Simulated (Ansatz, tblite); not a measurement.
# Ge26H34 off sphere (AlGe25H34−): one state, many levels

Aim: run the singlet of Ge26H34 off sphere (AlGe25H34−) at one geometry on many levels, and compare frontier levels, spin and run time.

The runs use Ansatz 0.2.0, Gaussian basis; as each input shows.

The runs, in order: GFN1-xTB, GFN2-xTB, PBE-D4/def2-SVP, r2SCAN-D4/def2-SVP, B97M-V/def2-SVP, r2SCAN-D4/def2-mTZVP, HF/6-31G, B3LYP-D4/6-31G.

1 further run of the same task is left out (set aside as unsound or not needed).

## 1. The structure

The geometry is that of the singlet, from an earlier relaxation (r2SCAN-D4/def2-SVP).

60 atoms, charge -1, spin multiplicity 1.

Bond lengths: Ge1–Ge14 2.438 Å, Ge1–Ge16 2.432 Å, Ge1–H27 1.549 Å, Ge1–H28 1.540 Å, Ge2–Ge15 2.445 Å, Ge2–Ge17 2.435 Å, Ge2–H29 1.551 Å, Ge2–H30 1.549 Å, Ge3–Ge14 2.435 Å, Ge3–Ge19 2.432 Å, Ge3–H31 1.548 Å, Ge3–H32 1.540 Å, Ge4–Ge18 2.438 Å, Ge4–Ge20 2.435 Å, Ge4–H33 1.549 Å, Ge4–H34 1.544 Å, Al5–Ge15 2.513 Å, Al5–Ge21 2.496 Å and more. Angles: Ge14–Ge1–Ge16 113.2°, Ge14–Ge1–H27 107.5°, Ge14–Ge1–H28 111.9°, Ge16–Ge1–H27 107.7°, Ge16–Ge1–H28 109.7°, H27–Ge1–H28 106.6°, Ge15–Ge2–Ge17 111.4°, Ge15–Ge2–H29 108.6°, Ge15–Ge2–H30 115.3°, Ge17–Ge2–H29 106.9°, Ge17–Ge2–H30 108.6°, H29–Ge2–H30 105.6°, Ge14–Ge3–Ge19 111.3°, Ge14–Ge3–H31 108.6°, Ge14–Ge3–H32 112.5°, Ge19–Ge3–H31 107.9°, Ge19–Ge3–H32 109.7°, H31–Ge3–H32 106.6° and more.

The ion is computed in the gas phase, without counter-ions or solvent.

PBE0-D4/def2-SVP was run before; its log isn't repeated, and its numbers join the tables.

## 2. GFN1-xTB

Tight binding, by tblite at 300 K electronic temperature and without a spin-polarisation term:

```python
tblite.interface.Calculator('GFN1-xTB', numbers, positions, charge=-1, uhf=0).singlepoint()
```

Energy -1689.7437 eV, HOMO -9.28 eV, LUMO -6.49 eV; 1 s.

## 3. GFN2-xTB

Tight binding, by tblite at 300 K electronic temperature and without a spin-polarisation term:

```python
tblite.interface.Calculator('GFN2-xTB', numbers, positions, charge=-1, uhf=0).singlepoint()
```

Energy -1829.5467 eV, HOMO -7.09 eV, LUMO -4.04 eV; 1.3 s.

## 4. PBE-D4/def2-SVP

start.molden holds the orbitals of an earlier run on this state, given as this run's starting guess.

File in.yaml:

```yaml
crystal:
  periodic: [false, false, false]
  atoms:
    - {symbol: Ge, position_ang: [-4.121110, -1.251525, 2.236440]}
    - {symbol: Ge, position_ang: [-4.097432, 1.816991, -0.892468]}
    - {symbol: Ge, position_ang: [-1.520965, -3.993501, 2.053721]}
    - {symbol: Ge, position_ang: [1.566117, -3.909537, -1.010050]}
    - {symbol: Al, position_ang: [-1.447724, 1.733400, -3.938392]}
    - {symbol: Ge, position_ang: [1.395108, -1.142622, -3.733906]}
    - {symbol: Ge, position_ang: [-1.450571, -1.100211, -0.875223]}
    - {symbol: Ge, position_ang: [-1.330745, 1.710318, 1.933783]}
    - {symbol: Ge, position_ang: [1.464197, -1.190422, 1.874049]}
    - {symbol: Ge, position_ang: [1.407414, 1.683634, -0.910870]}
    - {symbol: Ge, position_ang: [-1.179832, 4.535269, -0.876706]}
    - {symbol: Ge, position_ang: [4.299788, -1.127537, -1.001245]}
    - {symbol: Ge, position_ang: [4.019694, 1.940216, 2.301388]}
    - {symbol: Ge, position_ang: [-2.796443, -2.499194, 0.614545]}
    - {symbol: Ge, position_ang: [-2.797490, 0.338843, -2.342455]}
    - {symbol: Ge, position_ang: [-2.852103, 0.479313, 3.380948]}
    - {symbol: Ge, position_ang: [-2.650369, 3.183746, 0.510301]}
    - {symbol: Ge, position_ang: [0.007148, -2.506624, -2.252870]}
    - {symbol: Ge, position_ang: [0.233740, -2.795357, 3.237905]}
    - {symbol: Ge, position_ang: [2.930950, -2.516307, 0.447312]}
    - {symbol: Ge, position_ang: [0.048170, 0.221134, -5.245075]}
    - {symbol: Ge, position_ang: [0.032292, 3.067845, -2.402646]}
    - {symbol: Ge, position_ang: [2.806145, 0.264048, -2.319293]}
    - {symbol: Ge, position_ang: [0.026153, 0.253128, 0.521497]}
    - {symbol: Ge, position_ang: [2.753610, 0.188200, 3.410782]}
    - {symbol: Ge, position_ang: [2.769735, 3.078666, 0.553038]}
    - {symbol: H, position_ang: [-4.615795, -2.256980, 3.306033]}
    - {symbol: H, position_ang: [-5.379361, -0.635178, 1.597963]}
    - {symbol: H, position_ang: [-4.911625, 2.791356, -1.782867]}
    - {symbol: H, position_ang: [-5.137226, 1.111188, 0.012468]}
    - {symbol: H, position_ang: [-2.478285, -4.601104, 3.108146]}
    - {symbol: H, position_ang: [-0.909547, -5.177667, 1.281179]}
    - {symbol: H, position_ang: [2.505234, -4.605943, -2.025569]}
    - {symbol: H, position_ang: [0.892234, -5.035028, -0.196438]}
    - {symbol: H, position_ang: [-2.392325, 2.691360, -4.824671]}
    - {symbol: H, position_ang: [2.351570, -2.146113, -4.438467]}
    - {symbol: H, position_ang: [-0.398099, 2.545110, 2.849624]}
    - {symbol: H, position_ang: [-2.070622, 5.538540, -1.651779]}
    - {symbol: H, position_ang: [-0.276125, 5.387520, 0.047861]}
    - {symbol: H, position_ang: [5.134647, -2.055979, -1.915001]}
    - {symbol: H, position_ang: [5.304082, -0.297743, -0.172173]}
    - {symbol: H, position_ang: [5.302746, 1.313419, 1.719825]}
    - {symbol: H, position_ang: [4.481585, 2.962277, 3.368564]}
    - {symbol: H, position_ang: [-3.775221, -3.369884, -0.214010]}
    - {symbol: H, position_ang: [-3.851811, -0.650586, -2.919700]}
    - {symbol: H, position_ang: [-3.852270, 1.473436, 4.017831]}
    - {symbol: H, position_ang: [-2.087545, -0.176773, 4.550867]}
    - {symbol: H, position_ang: [-3.512985, 4.070761, 1.447203]}
    - {symbol: H, position_ang: [-0.879953, -3.443456, -3.114650]}
    - {symbol: H, position_ang: [1.245358, -3.809511, 3.823495]}
    - {symbol: H, position_ang: [-0.404004, -2.072248, 4.443736]}
    - {symbol: H, position_ang: [3.817159, -3.406751, 1.356326]}
    - {symbol: H, position_ang: [-0.623671, -0.833725, -6.167815]}
    - {symbol: H, position_ang: [1.109177, 0.896024, -6.158682]}
    - {symbol: H, position_ang: [1.104380, 3.992488, -3.052365]}
    - {symbol: H, position_ang: [3.669447, 1.187150, -3.218334]}
    - {symbol: H, position_ang: [1.777147, 0.842048, 4.413726]}
    - {symbol: H, position_ang: [3.715078, -0.692467, 4.243730]}
    - {symbol: H, position_ang: [1.855608, 4.096029, 1.270143]}
    - {symbol: H, position_ang: [3.775570, 3.906555, -0.280732]}
basis:
  gaussian: {orbitals: def2-SVP, fitting: {mean_field: def2-universal-jkfit}, initial_orbitals: start.molden}
total_charge: -1
hamiltonian: {xc: pbe, dispersion: d4}
scf: {omitted_lower_state_checks: [starts]}
output: {orbitals: {seedname: orbitals}}
```

Command:

```bash
$ ansatz run in.yaml --threads 11 --pin off --events-out ev --progress --plain --max-ram 110592MiB --backend cuda --devices 0, --max-vram 75GiB
```

Further steps of the session: r2SCAN-D4/def2-SVP; B97M-V/def2-SVP; r2SCAN-D4/def2-mTZVP; HF/6-31G; B3LYP-D4/6-31G.

**Question.** What will the summary of the whole plan be? Wanted: gap in def2-SVP, named functionals, smallest and largest.

**Answer**, as computed:

| quantity | value |
| --- | --- |
| gap in def2-SVP, named functionals, smallest and largest | 3.51 eV (PBE-D4), 5.09 eV (PBE0-D4) |

In words: Orbital gaps of the named functionals in def2-SVP span 3.51 eV (PBE-D4) to 5.09 eV (PBE0-D4); exact exchange widens it.
